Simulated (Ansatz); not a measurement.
# Co: the cost of one run

Program: Ansatz 0.2.0. Level of theory: DFT HSE06, scalar-relativistic, plane waves, PAW (the target; the first runs use scalar-relativistic PBE). These are calculated values, not measurements.

1 further run of the same task is left out (it didn't finish).

## 1. The structure to begin with

The structure is hexagonal, space group P6_3/mmc (No. 194). The conventional cell has a = 2.510 Å, b = 2.510 Å, c = 4.071 Å, α = 90.00°, β = 90.00°, γ = 120.00°. Around Co (site symmetry -6m2) lie 12 Co at 2.50 to 2.51 Å.

Structure file:

```xyz
2
Lattice="2.5100 0.0000 0.0000 -1.2550 2.1737 0.0000 0.0000 0.0000 4.0712" Properties=species:S:1:pos:R:3 pbc="T T T"
Co    0.0000    1.4491    3.0534
Co    1.2550    0.7246    1.0178
```

The moments start at Co 1.50 μB.

## 2. Full relaxation (PBE, 10×10×6 mesh)

input.yaml reads:

```yaml
crystal:
  lattice:
    - [2.51, 0.0, 0.0]
    - [-1.255, 2.1737237635, 0.0]
    - [0.0, 0.0, 4.07122]
  atoms:
    - { symbol: Co, position: [0.3333333333, 0.6666666667, 0.75], spin: 1.5 }
    - { symbol: Co, position: [0.6666666667, 0.3333333333, 0.25], spin: 1.5 }
basis:
  ecutwfc: 420
  ecutrho_ratio: 4
kpoints:
  mp_grid: { grid: [10, 10, 6] }
hamiltonian:
  xc: pbe
scf:
  occupations: { method: gaussian, width: 0.05 }
output:
  forces: true
  stress: true
  eigenvalues: true
  populations: true
magnetization:
  spin_polarized: true
relax:
  f_tol: 0.03
  max_steps: 60
  cell: { stress_tol: 0.3 }
```

What time and memory should one allow on 4 threads of an Arm CPU, shared host?

About 9.2 s, with a peak of 0.33 GiB.
